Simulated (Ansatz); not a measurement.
I need a scan of the Hubbard U of MnO, space group Fm-3m. Use Ansatz 0.2.0 through its Python package. Use (first run): PBE, PAW, cutoff 435 eV, 13×13×13 k-points, Fermi-Dirac smearing of 0.15 eV, collinear spin.

`mno.xyz`
```text
2
Lattice="0.0 2.223 2.223 2.223 0.0 2.223 2.223 2.223 0.0" Properties=species:S:1:pos:R:3:initial_magmoms:R:1 pbc="T T T"
Mn    0.00000000    0.00000000    0.00000000  2.80
O     2.22300000    2.22300000    2.22300000  0.00
```

Script `plus_u_mno.py`:
```python
import warnings

import ansatz as az
import numpy as np
from tabulate import tabulate


def count_gap(report):
    # lowest empty less highest filled band, counting bands; zero where they overlap
    return max(report.get("gap_by_band_count_ev") or 0.0, 0.0)

warnings.simplefilter("ignore", az.DeckWarning)

system = az.Crystal.from_extxyz("mno.xyz")

base = (
    system.calculation()
    .occupations("fermi_dirac", width=0.15)
    .kpoints(13, 13, 13)
    .basis(16 * az.Ha)
    .spin(az.SpinTreatment.COLLINEAR)
    .functional("pbe")
    .band_table()
)
rows = []
for u in [0.0, 1.5, 3.0, 4.5, 6.0]:
    summary = base.hubbard("Mn", "d", u_eff=u).run(threads=1).report
    shell = summary["hubbard"]["n_scf"]
    rows.append((u, count_gap(summary), sum(shell) / len(shell), max(abs(m) for m in summary["site_moments_mub"]), summary["n_iterations"]))
print(tabulate(rows, headers=["U_eff eV", "gap by band count eV", "Mn d occupation (projector)", "largest moment muB", "iterations"], floatfmt=".4f", tablefmt="plain"))
print("eigenvalues of the first occupation matrix at the last U, by spin:")
for channel in summary["hubbard"]["n_eig"][0]:
    print("  ", " ".join(f"{n:.3f}" for n in channel))
```

```console
$ python plus_u_mno.py
  U_eff eV    gap by band count eV    Mn d occupation (projector)    largest moment muB    iterations
    0.0000                  0.0000                         5.3802                4.0128            12
    1.5000                  0.0000                         5.3089                4.2071            11
    3.0000                  0.0000                         5.2710                4.2584            11
    4.5000                  0.2522                         5.2422                4.2874            11
    6.0000                  0.4638                         5.2162                4.3116            11
eigenvalues of the first occupation matrix at the last U, by spin:
   0.995 0.995 0.999 0.999 0.999
   0.025 0.025 0.025 0.077 0.077
```

From U = 0 to 6 eV the largest site moment goes from 4.01 to 4.31 μB.

Other magnetic orders than the one started from may lie lower. A gap by band count of zero or less means overlapping bands, a metal. With one magnetic atom the cell can hold only ferromagnetic order. The starting cell is as deposited in a crystallographic database; the results hold for this polymorph, which needn't be the stable one. Levels are Kohn-Sham eigenvalues on this mesh. Shell occupations and the effect of U depend on the projectors; a run with no .spin step is spin-unpolarised, and each U may end in a state that isn't the lowest. The script silences the warnings on its input, which a real study should read. Timing: 28 s on 1 thread of Arm Neoverse V2, on a shared host, peak memory 0.43 GiB.
